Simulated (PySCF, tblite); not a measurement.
# C5H7F5Si: geometry, infrared bands and NMR shifts

Aim: predict the infrared bands and NMR shifts of C5H7F5Si (`FC(F)(F)C(F)(F)C1C[SiH2]C1`).

The runs use tblite 0.8.0 and PySCF 2.14.0, with density-fitted response routines of our own; the level of theory stands in each step. All values are computed, except where a source is named. Atoms count from 0, in the outputs and in this text.

**1. The starting structure**

18 atoms, charge 0, multiplicity 1; geometry from: force field or distance geometry start.

Bonds of the start (Å): F0–C1 1.35, C1–F2 1.34, C1–F3 1.36, C1–C4 1.54, C4–F5 1.37, C4–F6 1.35, C4–C7 1.54, C7–C8 1.58, C8–Si9 1.88, Si9–C10 1.89, C10–C7 1.57, C7–H11 1.10, C8–H12 1.09, C8–H13 1.09, Si9–H14 1.49, Si9–H15 1.48, C10–H16 1.10, C10–H17 1.09.

**2. Geometry optimisation with GFN2-xTB**

Job settings and geometry (Å):

```
{"job": {"kind": "relax", "xc": "GFN2-xTB", "basis": "xTB"}, "charge": 0, "multiplicity": 1}
F     -1.972900     1.281000    -1.375900
C     -2.321700     0.694300    -0.213200
F     -3.580400     0.241300    -0.331100
F     -2.331300     1.671500     0.732000
C     -1.352200    -0.439100     0.171700
F     -1.354200    -1.414100    -0.788400
F     -1.731900    -1.035600     1.322800
C      0.088300     0.070500     0.357000
C      1.137000    -1.058900     0.710700
Si     2.458100    -0.008400    -0.126200
C      0.839400     0.538400    -0.945500
H      0.063000     0.849300     1.129400
H      0.966900    -2.011700     0.214100
H      1.276800    -1.231600     1.776200
H      3.045000     1.036200     0.758900
H      3.386400    -0.749400    -1.006200
H      0.764400     1.611300    -1.157800
H      0.610600    -0.038800    -1.846900
```

On the command line:

```bash
$ OMP_NUM_THREADS=1 python probes_run.py task.json out
```

This one command runs all jobs of the session in turn.

**Question.** This job is followed by: GFN2-xTB harmonic vibrations, gas phase; GIAO PBE0/pcSseg-1 NMR shielding, non-relativistic, gas phase. What will the session give for the following? strongest single infrared mode (GFN2-xTB); zero-point energy (GFN2-xTB); 13C shifts against TMS (PBE0/pcSseg-1, means over atoms taken as alike); 1H shifts against TMS (PBE0/pcSseg-1, means over atoms taken as alike); 19F shifts against CFCl3 (PBE0/pcSseg-1, means over atoms taken as alike); 29Si shifts against TMS (PBE0/pcSseg-1).

The runs gave:

```
                                                                 quantity                             value
                                strongest single infrared mode (GFN2-xTB)             2286 cm⁻¹, 300 km/mol
                                             zero-point energy (GFN2-xTB)                     70.7 kcal/mol
  13C shifts against TMS (PBE0/pcSseg-1, means over atoms taken as alike)      129.7, 123.7, 36.5, 10.0 ppm
   1H shifts against TMS (PBE0/pcSseg-1, means over atoms taken as alike)  4.75, 4.72, 3.18, 1.93, 1.48 ppm
19F shifts against CFCl3 (PBE0/pcSseg-1, means over atoms taken as alike)                 -95.8, -147.9 ppm
                                  29Si shifts against TMS (PBE0/pcSseg-1)                         -42.5 ppm
```

In words: Relaxing lowered the energy by 0.327 eV in 73 steps; the close pair that moved most is C7–C8, from 1.581 to 1.542 Å. No mode is imaginary among the 48: a minimum at this level. The strongest single mode, at 2286 cm⁻¹, moves mainly H14. Unscaled tight-binding wavenumbers are off by several per cent, some by more. Its intensities can rank the bands wrongly. At PBE0/pcSseg-1: Shielding is most anisotropic at F5, F6 (span 169 ppm, paramagnetic term -156 ppm).
